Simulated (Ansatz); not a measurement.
# HF/def2-SVP (core potential) run of SnF4 (SMILES [F][Sn]([F])([F])[F])

What is the vertical ionisation energy of SnF4 at HF/def2-SVP (core potential)? 

The results are computed with Ansatz 0.2.0.

48 further runs of the same task are left out: 21 that didn't finish, 27 set aside as unsound or not needed. Runs told in other sessions of the task aren't counted.

**1. The system as given**

SnF4: 5 atoms, total charge 0, spin state singlet. SMILES: `[F][Sn]([F])([F])[F]`. Geometry: relaxed at PBE0-D4/def2-TZVP.

Bond lengths: F1–Sn2 1.876 Å, Sn2–F3 1.876 Å, Sn2–F4 1.876 Å, Sn2–F5 1.876 Å. Angles: F1–Sn2–F3 109.5°, F1–Sn2–F4 109.5°, F1–Sn2–F5 109.5°, F3–Sn2–F4 109.5°, F3–Sn2–F5 109.5°, F4–Sn2–F5 109.5°.

**2. The energy at HF/def2-SVP (core potential)**

Contents of molecule.yaml:

```yaml
basis:
  gaussian:
    orbitals: def2-SVP
crystal:
  periodic: [false, false, false]
  atoms:
    - symbol: F
      position_ang: [0.130300, -0.871400, 1.656700]
    - symbol: Sn
      position_ang: [0.009900, -0.014700, -0.008300]
    - symbol: F
      position_ang: [-1.285400, 1.340000, 0.078100]
    - symbol: F
      position_ang: [-0.477600, -1.263800, -1.320800]
    - symbol: F
      position_ang: [1.672500, 0.736200, -0.447200]
hamiltonian:
  xc: hf
accuracy: high
output: {orbitals: {seedname: orbitals}}
```

Started as:

```bash
$ ansatz run molecule.yaml --threads 1 --pin off --max-ram 3480MiB --events-out events.jsonl --progress --plain --runs-dir runs
```

What it wrote:

```text
Warning: RAYON_NUM_THREADS=1 ignored (pool sized by the plan → 1); use --threads N
Functional definition: HF
  name "HF"
  exchange = exact_x
  correlation = 0
1743 factors; integrals over basis functions are off by at most 3.2e-9 eV
mean field evaluation 1: about -16617.9713 eV, gradient 5.0e1 eV
mean field evaluation 2: about -16618.1049 eV, gradient 5.0e1 eV
mean field evaluation 4: about -16622.2559 eV, gradient 1.7e0 eV
mean field evaluation 8: about -16622.2862 eV, gradient 8.2e-2 eV
mean field evaluation 16: about -16622.2862 eV, gradient 1.5e-8 eV
mean field -16622.28620906 eV, -610.8577511927 hartree, gradient 1.5e-8 eV, S^2 0.000000; 0 other end points of the search recorded, 0 dependent functions left out
reference -16622.28620906 eV, -610.8577511927 hartree; 29, 29 occupied and 53, 53 virtual orbitals, 1743 factors
Total energy: -16622.28620906 eV, -610.8577511927 hartree
```

Wall time 2.4 s (1 thread of Arm Neoverse V1, shared host); peak memory 0.22 GiB.

**3. The doublet cation at the same level**

Contents of run.yaml:

```yaml
crystal:
  periodic: [false, false, false]
  atoms:
    - {symbol: F, position_ang: [0.130300, -0.871400, 1.656700]}
    - {symbol: Sn, position_ang: [0.009900, -0.014700, -0.008300]}
    - {symbol: F, position_ang: [-1.285400, 1.340000, 0.078100]}
    - {symbol: F, position_ang: [-0.477600, -1.263800, -1.320800]}
    - {symbol: F, position_ang: [1.672500, 0.736200, -0.447200]}
basis:
  gaussian: {orbitals: def2-SVP}
total_charge: 1
magnetization: {spin_polarized: true, initial_magnetization: 1}
hamiltonian: {xc: hf}
accuracy: high
output: {orbitals: {seedname: orbitals}}
```

Started as:

```bash
$ ansatz run run.yaml --threads 1 --pin off --max-ram 3480MiB --events-out events.jsonl --progress --plain --runs-dir runs
```

What it wrote (excerpt; [...] marks lines left out):

```text
Warning: RAYON_NUM_THREADS=1 ignored (pool sized by the plan → 1); use --threads N
[... 2 set-up lines as earlier in the session ...]
[...]
1746 factors; integrals over basis functions are off by at most 3.2e-9 eV
[...]
mean field -16607.90423617 eV, -610.3292234373 hartree, gradient 1.6e-8 eV, S^2 0.753714; 3 other end points of the search recorded, 0 dependent functions left out
reference -16607.90423617 eV, -610.3292234373 hartree; 29, 28 occupied and 53, 54 virtual orbitals, 1746 factors
Total energy: -16607.90423617 eV, -610.3292234373 hartree
```

It took 1.9 min on 1 thread of Arm Neoverse V1, shared host; peak memory 0.41 GiB.

**4. Summary of results**

At HF/def2-SVP (core potential):

| quantity | value |
| --- | --- |
| singlet SnF4: total energy | -610.85775 Eh |
| singlet SnF4: HOMO energy | -17.70 eV |
| singlet SnF4: LUMO energy | 0.42 eV |
| singlet SnF4: HOMO–LUMO gap | 18.11 eV |
| doublet cation: total energy | -610.32922 Eh |
| doublet cation: HOMO energy (highest over α and β) | -23.15 eV |
| doublet cation: LUMO energy (lowest over α and β) | -11.33 eV |
| doublet cation: ⟨S²⟩ | 0.754 |
| vertical ionisation energy (to the doublet cation) | 14.382 eV |

The vertical ionisation energy comes to 14.38 eV (1388 kJ/mol). −ε(HOMO) before ionisation, 17.70 eV, is 3.31 eV above this ionisation energy.
